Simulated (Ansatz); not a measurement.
# Al: the cost of one run

Program: Ansatz 0.2.0. Level of theory: DFT PBE+D3(BJ), scalar-relativistic, plane waves, PAW. These are calculated values, not measurements.

5 further runs of the same task are left out: 4 that didn't finish, 1 set aside as unsound or not needed.

### Step 1. The starting structure

It takes space group Fm-3m (No. 225, cubic). The conventional cell has a = 3.983 Å, b = 3.983 Å, c = 3.983 Å, α = 90.00°, β = 90.00°, γ = 90.00°. Around Al (site symmetry m-3m) lie 12 Al at 2.82 Å.

Structure file:

```
Al
1.0
     0.00000    1.99136    1.99136
     1.99136    0.00000    1.99136
     1.99136    1.99136    0.00000
Al
1
Direct
  0.00000 0.00000 0.00000
```

This cell was relaxed beforehand with the same method: volume 15.79 Å³/atom, gap on the mesh none (metal).

### Step 2. The undisturbed cell

Contents of input.yaml:

```yaml
crystal:
  lattice:
    - [0.0, 1.9913628294, 1.9913628294]
    - [1.9913628294, 0.0, 1.9913628294]
    - [1.9913628294, 1.9913628294, 0.0]
  atoms:
    - { symbol: Al, position: [0.0, 0.0, 0.0] }
basis:
  ecutwfc: 420
kpoints:
  mp_grid: { grid: [26, 26, 26] }
hamiltonian:
  xc: pbe
  dispersion: d3bj
scf:
  occupations: { method: gaussian, width: 0.15 }
output:
  forces: true
  stress: true
  eigenvalues: true
  write_density: true
  write_potential: true
  elf: true
  volumetric_format: npy
```

The run is started by

```bash
$ ansatz run input.yaml --threads 2 --pin off --max-ram 5120MiB --backend cpu --events-out ev --progress --plain --runs-dir out
```

What time and memory should one allow on 2 threads of Intel Xeon at 2.70GHz, shared host?

About 3.3 s, with a peak of 0.36 GiB.
